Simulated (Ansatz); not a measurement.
**F2HSSn: single point in a Gaussian basis**

A script is to give a single point in a Gaussian basis; the system is F2HSSn.

Computed with Ansatz 0.2.0 through its Python package. Level of theory: Hartree-Fock/def2-SVP.

### Step 1. The system

Bond lengths: F1–Sn2 1.973 Å, Sn2–F3 1.922 Å, Sn2–S4 2.369 Å, S4–H5 1.363 Å. Angles: F1–Sn2–F3 108.1°, F1–Sn2–S4 112.0°, F3–Sn2–S4 107.3°, Sn2–S4–H5 95.7°.

The script holds or builds the structure itself.

### Step 2. The code

The input, run_energy.py:

```python
# -*- coding: utf-8 -*-
import ansatz
import numpy as np
import pandas as pd


def main():
    geometry_ang = [
        ("F", [-0.1836, -1.7647, 1.653]),
        ("Sn", [0.2466, -0.0683, 0.7429]),
        ("F", [1.9753, -0.2526, -0.076]),
        ("S", [-1.3005, 0.4315, -0.9797]),
        ("H", [-0.688, 1.5804, -1.3816]),
    ]
    system = ansatz.Crystal.molecule()
    for symbol, xyz in geometry_ang:
        system = system.atom(symbol, xyz)

    setup = system.calculation()
    setup = setup.basis(gaussian="def2-SVP").functional("hf")
    setup = setup.spin("collinear", total=1)
    setup = setup.forces()
    print(setup.to_yaml())
    res = setup.run(threads=1, pin="off")
    rep = res.report

    print("reference energy %16.6f eV" % rep["reference_energy_ev"])
    print("total energy     %16.6f eV" % rep["free_energy_ev"])
    print("occupied (up, down):", rep["n_occupied"], " virtual:", rep["n_virtual"], " frozen:", rep["n_frozen"])

    state = rep["mean_field"]["state"]
    print(f"mean field: {state['energy']['hartree']:.7f} Ha, <S^2> = {abs(state['spin_squared']):.4f}, stability: {state.get('stability', {}).get('kind')}")

    symbols = [site.symbol for site in system.cartesian_sites]
    forces = np.array(rep["forces_ev_ang"])
    print("largest force", round(float(np.linalg.norm(forces, axis=1).max()), 4), "eV/A, rms", round(float(np.sqrt((forces ** 2).mean())), 4))

    charges = rep["charge_distribution"]
    table = pd.DataFrame({"atom": symbols, "mulliken": charges["mulliken_charges_e"], "lowdin": charges["lowdin_charges_e"]})
    print(table.round(3).to_string())
    print("dipole (e A):", np.round(charges["dipole_moment_e_ang"], 4) + 0.0)


if __name__ == "__main__":
    main()
```

### Step 3. Running it

Launch:

```
$ python run_energy.py
```

**Question.** What results will this script give? Wanted: total energy; largest force; dipole moment; <S²> of the mean field.

**Answer**, as computed:

```
                           quantity           value
                       total energy  -22044.0494 eV
                      largest force      1.622 eV/Å
                      dipole moment          3.86 D
<S²> of the mean field (pure state)    0.767 (0.75)
```

Forces reach 1.62 eV/Å, so the atoms aren't at rest. Reading the output:
- The geometry is a force-field or estimated start, not a minimum of this method, and the basis set is short of its limit.
- def2 sets replace the cores of elements past krypton by effective core potentials.
- The species is open-shell (spin multiplicity 2).
- The Löwdin charges here are taken after orthogonalising the functions within each atom; they differ from plain Löwdin charges, and their signs can be unphysical.
